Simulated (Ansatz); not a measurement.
# MnCH2 (sextet): wave-function methods side by side at distance Mn1–C2 = 2.804 Å, def2-SVP

An exercise on one series of results from a longer session: the logs are not shown, and one member is left open.

Program: Ansatz 0.2.0, Gaussian basis. Level of theory: def2-SVP, core rule «outside noble gas», up to 10 orbitals frozen. These are calculated values, not measurements.

To be run: UHF; CCSD(T) on ROHF; CCSD(T) on UHF; CISD; CCSDT(Q) on ROHF; CCSDT(Q) on UHF; CASSCF and MRCISD+Q, 7 electrons in 7 orbitals; CASSCF and NEVPT2, 7 electrons in 7 orbitals.

19 further runs of the same task are left out: 2 for a mislabelled method, 1 for a known fault of the program, 13 that didn't finish, 3 set aside as unsound or not needed.

### The geometry

The geometry derives from a PBE0/def2-TZVP stationary point (not a proven minimum). One bond is set to the value named and the two fragments are kept rigid.

4 atoms, charge 0, spin multiplicity 6.

Atoms are counted from 1 here; the program's logs count them from 0.

Bond lengths: C2–H3 1.096 Å, C2–H4 1.096 Å. Angles: H3–C2–H4 108.7°.

Set-up of the first run:

in.yaml reads:

```yaml
crystal:
  periodic: [false, false, false]
  atoms:
    - {symbol: Mn, position_ang: [0.000000, 0.000000, 0.588967]}
    - {symbol: C, position_ang: [0.000000, 0.000000, -2.215033]}
    - {symbol: H, position_ang: [0.000000, 0.890458, -2.853639]}
    - {symbol: H, position_ang: [0.000000, -0.890458, -2.853639]}
basis:
  gaussian: {orbitals: def2-SVP}
magnetization: {spin_polarized: true, initial_magnetization: 5}
hamiltonian: {xc: hf}
output: {orbitals: {seedname: orbitals}}
```

Command:

```
$ ansatz run in.yaml --threads 1 --pin off --events-out ev --progress --plain --max-ram 2393MiB
```

Steps of the session up to this table: UHF; CCSD(T) on ROHF; CCSD(T) on UHF; CISD; CCSDT(Q) on ROHF; CCSDT(Q) on UHF; CASSCF and MRCISD+Q, 7 electrons in 7 orbitals; CASSCF and NEVPT2, 7 electrons in 7 orbitals.

One table of the session follows, with a row left open; its other results are not shown here.

| method | from RCCSDT(Q) (meV) |
| --- | --- |
| ROHF | +6318.7 |
| UHF | +4887.7 |
| RMP2 | +1306.5 |
| UMP2 | -51.1 |
| CISD | +736.4 |
| RCCSD | +196.5 |
| UCCSD | -848.5 |
| RCCSD(T) | ? |
| UCCSD(T) | -1017.9 |
| RCCSDT | +7.5 |
| UCCSDT | -1149.1 |
| RCCSDT(Q) | 0 |
| UCCSDT(Q) | -1248.5 |
| CASSCF pair | +5329.1 |
| NEVPT2 pair | +480.9 |
| MRCISD pair | -179.4 |
| MRCISD+Q pair | -804.9 |

**Question.** Estimate the row for RCCSD(T).

**Answer.** from RCCSDT(Q) (meV): +49.8. In the column «from RCCSDT(Q) (meV)» it lies between RCCSDT (+7.5) and RCCSD (+196.5).

The program flags UCCSDT(Q) as in doubt (see the logs), so those rows may rest on another solution; read them beside their warnings.

To keep in mind: The determinant is far from a pure spin state, so its energy mixes those of several spin states (harmless only where they are near-degenerate, as at dissociation). The program flags UCCSDT(Q) as in doubt, so those rows may rest on another solution; read them beside their warnings. Restricted and unrestricted rows rest on different reference determinants; where their highest levels disagree by more than a few hundredths of an eV, they describe different states and don't form one ladder.
